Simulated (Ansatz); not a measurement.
**Al₂F₂H₆N₂: basis-set convergence**

The task here is to estimate one member of a computed series from the others.

Computed with Ansatz 0.2.0, Gaussian basis. Level: one geometry, several basis sets.

The runs, in order: PBE0-D4/def2-SVP; ωB97M-V/def2-SVP; PBE0-D4/def2-QZVPP; ωB97M-V/def2-QZVPP; the functionals' def2-TZVPP values are taken from earlier runs.

### Structure used throughout

The geometry comes from an earlier relaxation with PBE0-D4 in a triple-zeta def2 set; it is a stationary point, not always the lowest conformer.

SMILES `[F][Al@H-]1[NH2+][Al@H-]([F])[NH2+]1`, 12 atoms, charge 0, spin multiplicity 1.

Atoms are counted from 1 here; the program's logs count them from 0.

Bond lengths: F1–Al2 1.666 Å, Al2–N3 1.943 Å, Al2–N6 1.943 Å, Al2–H7 1.579 Å, N3–Al4 1.943 Å, N3–H8 1.015 Å, N3–H9 1.015 Å, Al4–F5 1.666 Å, Al4–N6 1.943 Å, Al4–H10 1.579 Å, N6–H11 1.015 Å, N6–H12 1.015 Å. Angles: F1–Al2–N3 106.4°, F1–Al2–N6 106.4°, F1–Al2–H7 121.2°, N3–Al2–N6 88.1°, N3–Al2–H7 114.8°, N6–Al2–H7 114.8°, Al2–N3–Al4 91.9°, Al2–N3–H8 115.7°, Al2–N3–H9 113.2°, Al4–N3–H8 113.2°, Al4–N3–H9 115.7°, H8–N3–H9 106.9°, N3–Al4–F5 106.3°, N3–Al4–N6 88.1°, N3–Al4–H10 114.8°, F5–Al4–N6 106.3°, F5–Al4–H10 121.2°, N6–Al4–H10 114.8° and more.

The first run:

Input file in.yaml:

```yaml
crystal:
  periodic: [false, false, false]
  atoms:
    - {symbol: F, position_ang: [1.622444, -1.959195, 0.272464]}
    - {symbol: Al, position_ang: [0.130991, -1.273601, 0.555664]}
    - {symbol: N, position_ang: [0.468442, 0.546940, 1.143225]}
    - {symbol: Al, position_ang: [-0.130700, 1.273614, -0.555716]}
    - {symbol: F, position_ang: [-1.622277, 1.958981, -0.272465]}
    - {symbol: N, position_ang: [-0.468480, -0.546897, -1.143159]}
    - {symbol: H, position_ang: [-0.979172, -2.039462, 1.376450]}
    - {symbol: H, position_ang: [-0.085322, 0.865001, 1.931647]}
    - {symbol: H, position_ang: [1.440827, 0.717888, 1.376988]}
    - {symbol: H, position_ang: [0.979295, 2.039468, -1.376727]}
    - {symbol: H, position_ang: [-1.440988, -0.717689, -1.376588]}
    - {symbol: H, position_ang: [0.084950, -0.865047, -1.931762]}
basis:
  gaussian: {orbitals: def2-SVP}
hamiltonian: {xc: pbe0, dispersion: d4}
output: {orbitals: {seedname: orbitals}}
```

Started as:

```bash
$ ansatz run in.yaml --threads 4 --pin off --events-out ev --progress --plain --max-ram 11315MiB
```

Among the steps run: PBE0-D4 in def2-SVP; ωB97M-V in def2-SVP; PBE0-D4 in def2-QZVPP; ωB97M-V in def2-QZVPP.

One table of the session follows, with a row left open; its other results are not shown here.

It belongs to the step «Density functionals: the series». 

| functional | basis | HOMO (eV) | LUMO (eV) |
| --- | --- | --- | --- |
| PBE0-D4 | def2-SVP | -8.29 | 0.63 |
| PBE0-D4 | def2-TZVPP | ? | ? |
| PBE0-D4 | def2-QZVPP | -8.37 | -0.24 |
| ωB97M-V | def2-SVP | -10.49 | 2.23 |
| ωB97M-V | def2-TZVPP | -10.59 | 1.48 |
| ωB97M-V | def2-QZVPP | -10.61 | 0.72 |

Q: Estimate the row for PBE0-D4, def2-TZVPP from the others.

As computed: HOMO (eV): -8.35; LUMO (eV): 0.11. In the column «HOMO (eV)» it lies between PBE0-D4, def2-QZVPP (-8.37) and PBE0-D4, def2-SVP (-8.29).
